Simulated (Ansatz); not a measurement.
# Sb: the cost of one run

Computed with Ansatz 0.2.0 (DFT PBEsol, scalar-relativistic, unless a step's input says otherwise).

## (1) The structure to begin with

Symmetry: I4/mmm, No. 139, tetragonal system. Conventional cell: a = 3.010 Å, b = 3.010 Å, c = 4.960 Å, α = 90.00°, β = 90.00°, γ = 90.00°. Around Sb (site symmetry 4/mmm) lie 12 Sb at 3.01 to 3.27 Å.

As a file:

```xyz
1
Lattice="-1.5050 1.5050 2.4800 1.5050 -1.5050 2.4800 1.5050 1.5050 -2.4800" Properties=species:S:1:pos:R:3 pbc="T T T"
Sb    0.0000    0.0000    0.0000
```

## (2) The deformed structure

Space group I4/mmm before, I4/mmm after.

## (3) All-electron LAPW

The input, input.yaml:

```yaml
crystal:
  lattice:
    - [-1.48995, 1.48995, 2.48]
    - [1.48995, -1.48995, 2.48]
    - [1.48995, 1.48995, -2.48]
  atoms:
    - { symbol: Sb, position: [0.0, 0.0, 0.0] }
kpoints:
  mp_grid: { grid: [19, 19, 19] }
  band_path:
    path:
      - [0.0, 0.0, 0.0]
      - [0.0, 0.0, 0.5]
      - [0.25, 0.25, 0.25]
      - [0.0, 0.5, 0.0]
      - [0.0, 0.0, 0.0]
      - [0.5, 0.5, -0.5]
      - [0.3402360417, 0.6597639583, -0.3402360417]
      - [-0.3402360417, 0.3402360417, 0.3402360417]
      - [0.0, 0.0, 0.0]
    npoints: 5
scf:
  occupations: { method: fermi_dirac, width: 0.05 }
hamiltonian:
  xc: pbesol
  pseudopotentials: { kind: all_electron, lapw: { basis_error: 0.00025 } }
output:
  forces: true
  stress: true
  eigenvalues: true
```

Run with:

```bash
ansatz run input.yaml --threads 1 --pin off --max-ram 3072MiB --backend cpu --events-out ev --progress --plain --runs-dir out
```

**Question.** How long does this run take on 1 thread of Arm Neoverse V2, shared host, and how much memory does it need?

About 52 s, with a peak of 0.7 GiB.
